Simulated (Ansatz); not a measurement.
# MgGeH+ (triplet): the correlation ladder, cc-pVDZ

An exercise on one series of results from a longer session: the logs are not shown, and one member is left open.

Program: Ansatz 0.2.0, Gaussian basis. Level of theory: cc-pVDZ, core rule «outside noble gas», up to 19 orbitals frozen. These are calculated values, not measurements.

Plan: UHF; CCSD(T) on ROHF; CCSD(T) on UHF; BCCD(T) on ROHF; CISD; CCSDT(Q) on ROHF; CCSDT(Q) on UHF; CISDTQ; CCSDTQ on ROHF; CCSDTQ on UHF; Full CI.

19 further runs of the same task are left out: 13 for a known fault of the program, 1 that didn't finish, 5 set aside as unsound or not needed.

**What is computed**

The geometry is a PBE0/def2-TZVP stationary point (not a proven minimum) of the parent state, kept for this charge and spin. No spin-orbit coupling is included. The filled d shell of Ge may be among the frozen orbitals whatever the setting's name suggests; the logs give the count.

3 atoms, charge 1, spin multiplicity 3.

Atoms are counted from 1 here; the program's logs count them from 0.

Bond lengths: Ge1–Mg2 2.494 Å, Ge1–H3 1.549 Å. Angles: Mg2–Ge1–H3 180.0°.

The first run:

Contents of in.yaml:

```yaml
crystal:
  periodic: [false, false, false]
  atoms:
    - {symbol: Ge, position_ang: [0.000000, 0.000000, 0.315300]}
    - {symbol: Mg, position_ang: [0.000000, 0.000000, -2.179200]}
    - {symbol: H, position_ang: [0.000000, 0.000000, 1.863900]}
basis:
  gaussian: {orbitals: cc-pVDZ}
total_charge: 1
magnetization: {spin_polarized: true, initial_magnetization: 2}
hamiltonian: {xc: hf}
output: {orbitals: {seedname: orbitals}}
```

Launch:

```sh
$ ansatz run in.yaml --threads 1 --pin off --events-out ev --progress --plain --max-ram 4096MiB --backend cpu
```

Among the steps run: UHF; CCSD(T) on ROHF; CCSD(T) on UHF; BCCD(T) on ROHF; CISD; CCSDT(Q) on ROHF; CCSDT(Q) on UHF; CISDTQ; CCSDTQ on ROHF; CCSDTQ on UHF; Full CI.

One of the session's tables, all rows but one given; the rest of the session is left out.

| method | from FCI (kcal/mol) |
| --- | --- |
| ROHF | +57.71 |
| UHF | +55.31 |
| RMP2 | +15.20 |
| UMP2 | +15.30 |
| CISD | +3.26 |
| RCCSD | +1.67 |
| UCCSD | +1.52 |
| RCCSD(T) | +0.44 |
| UCCSD(T) | +0.34 |
| BCCD(T) | +0.44 |
| RCCSDT | +0.05 |
| UCCSDT | -0.06 |
| CISDTQ | +0.04 |
| RCCSDT(Q) | ? |
| UCCSDT(Q) | -0.10 |
| RCCSDTQ | -0.01 |
| UCCSDTQ | -0.11 |
| FCI | 0 |

**Question.** Estimate the row for RCCSDT(Q).

**Answer.** from FCI (kcal/mol): +0.01. In the column «from FCI (kcal/mol)» it lies between FCI (0) and CISDTQ (+0.04).

Caveats from the session: UCCSDT, UCCSDT(Q), UCCSDTQ fall below full CI: unrestricted runs freeze a spin-polarised core, another one than full CI's, and coupled cluster isn't variational. Levels on UHF freeze UHF's core orbitals, full CI those of ROHF, so the U rows can settle a little off it for that reason alone. Restricted and unrestricted rows rest on different reference determinants; where their highest levels disagree by more than a few hundredths of an eV, they describe different states and don't form one ladder.
